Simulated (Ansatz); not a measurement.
# BClGaH₅O₂Si: one species, many methods

One table from this session's results is given with a row withheld; the runs are named, their logs left out.

Method: functionals in def2-TZVPP, the program's frozen cores in correlated methods; program: Ansatz 0.2.0, Gaussian basis.

Plan: LDA (SPW92), PBE-D4, revPBE-D4, BLYP-D4, r2SCAN-D4, B97M-V, PBE0-D4, B3LYP-D4, r2SCANh-D4, r2SCAN0-D4, HSE06-D4, BHLYP-D4, CAM-B3LYP-D4, LC-ωPBE, ωB97X-V, ωB97M-V, B2PLYP, PBE-QIDH; CCSD(T)/def2-SVP; CCSD(T)/def2-TZVPP; MP2/def2-QZVPP; extrapolation to the limit; RPA on PBE.

## The relaxed structure

An earlier PBE0-D4 in a triple-zeta def2 set relaxation fixed the geometry.

SMILES `B[O][Ga]([Cl])[O][SiH3]`, 11 atoms, charge 0, spin multiplicity 1.

Atoms are counted from 1 here; the program's logs count them from 0.

Bond lengths: B1–O2 1.347 Å, B1–H7 1.200 Å, B1–H8 1.207 Å, O2–Ga3 1.787 Å, Ga3–Cl4 2.104 Å, Ga3–O5 1.752 Å, O5–Si6 1.640 Å, Si6–H9 1.487 Å, Si6–H10 1.484 Å, Si6–H11 1.486 Å. Angles: O2–B1–H7 117.9°, O2–B1–H8 121.1°, H7–B1–H8 121.0°, B1–O2–Ga3 125.2°, O2–Ga3–Cl4 117.6°, O2–Ga3–O5 122.5°, Cl4–Ga3–O5 119.9°, Ga3–O5–Si6 142.7°, O5–Si6–H9 110.8°, O5–Si6–H10 107.7°, O5–Si6–H11 110.7°, H9–Si6–H10 109.3°, H9–Si6–H11 109.0°, H10–Si6–H11 109.4°.

Set-up of the first run:

in.yaml

```yaml
crystal:
  periodic: [false, false, false]
  atoms:
    - {symbol: B, position_ang: [-0.321308, -1.921374, 0.943431]}
    - {symbol: O, position_ang: [0.422398, -2.036411, -0.173587]}
    - {symbol: Ga, position_ang: [0.802626, -0.702960, -1.301464]}
    - {symbol: Cl, position_ang: [1.799865, -1.191709, -3.088845]}
    - {symbol: O, position_ang: [0.390027, 0.964694, -0.959380]}
    - {symbol: Si, position_ang: [-0.295449, 1.932775, 0.172805]}
    - {symbol: H, position_ang: [-0.481521, -2.902662, 1.615521]}
    - {symbol: H, position_ang: [-0.813498, -0.864953, 1.258782]}
    - {symbol: H, position_ang: [0.352391, 1.737412, 1.497202]}
    - {symbol: H, position_ang: [-0.106974, 3.339424, -0.262414]}
    - {symbol: H, position_ang: [-1.748558, 1.645774, 0.297938]}
basis:
  gaussian: {orbitals: def2-TZVPP}
hamiltonian: {xc: lda}
output: {orbitals: {seedname: orbitals}}
```

The run is started by

```sh
ansatz run in.yaml --threads 2 --pin off --events-out ev --progress --plain --max-ram 32768MiB --backend cuda --devices 0, --max-vram 18GiB
```

Among the steps run: LDA; PBE-D4 (GGA); revPBE-D4 (GGA); BLYP-D4 (GGA); r2SCAN-D4 (meta-GGA); B97M-V (meta-GGA); B3LYP-D4 (hybrid); r2SCANh-D4 (hybrid); r2SCAN0-D4 (hybrid); HSE06-D4 (hybrid); BHLYP-D4 (hybrid); CAM-B3LYP-D4 (range-separated); LC-ωPBE (range-separated); ωB97X-V (range-separated); ωB97M-V (range-separated); B2PLYP (double hybrid); PBE-QIDH (double hybrid).

One table of the session follows, with a row left open; its other results are not shown here.

| functional | HOMO (eV) | LUMO (eV) | gap (eV) |
| --- | --- | --- | --- |
| LDA (SPW92) | -7.02 | -2.93 | 4.10 |
| PBE-D4 | -6.93 | -2.61 | 4.32 |
| revPBE-D4 | -6.88 | -2.46 | 4.42 |
| BLYP-D4 | -6.87 | -2.56 | 4.31 |
| r2SCAN-D4 | -7.25 | -2.29 | 4.96 |
| B97M-V | -7.36 | -2.50 | 4.86 |
| PBE0-D4 | -8.36 | -1.63 | 6.73 |
| B3LYP-D4 | -8.17 | -1.95 | 6.22 |
| r2SCANh-D4 | ? | ? | ? |
| r2SCAN0-D4 | -8.58 | -1.44 | 7.14 |
| HSE06-D4 | -7.95 | -2.00 | 5.96 |
| BHLYP-D4 | -9.77 | -0.71 | 9.06 |
| CAM-B3LYP-D4 | -9.81 | -0.66 | 9.15 |
| LC-ωPBE | -11.15 | 0.68 | 11.83 |
| ωB97X-V | -10.81 | 0.47 | 11.28 |
| ωB97M-V | -10.68 | 0.22 | 10.89 |

Q: Estimate the row for r2SCANh-D4 from the others.

Worked estimate for «HOMO (eV)». Against the share of exact exchange, r2SCAN-D4 (0, -7.25), r2SCAN0-D4 (0.25, -8.58) give a slope of -5.32 per unit share; at 0.1 the line stands at -7.78.

The run gave: HOMO (eV): -7.78; LUMO (eV): -1.95; gap (eV): 5.83. In «HOMO (eV)» the line misses by 0.00.
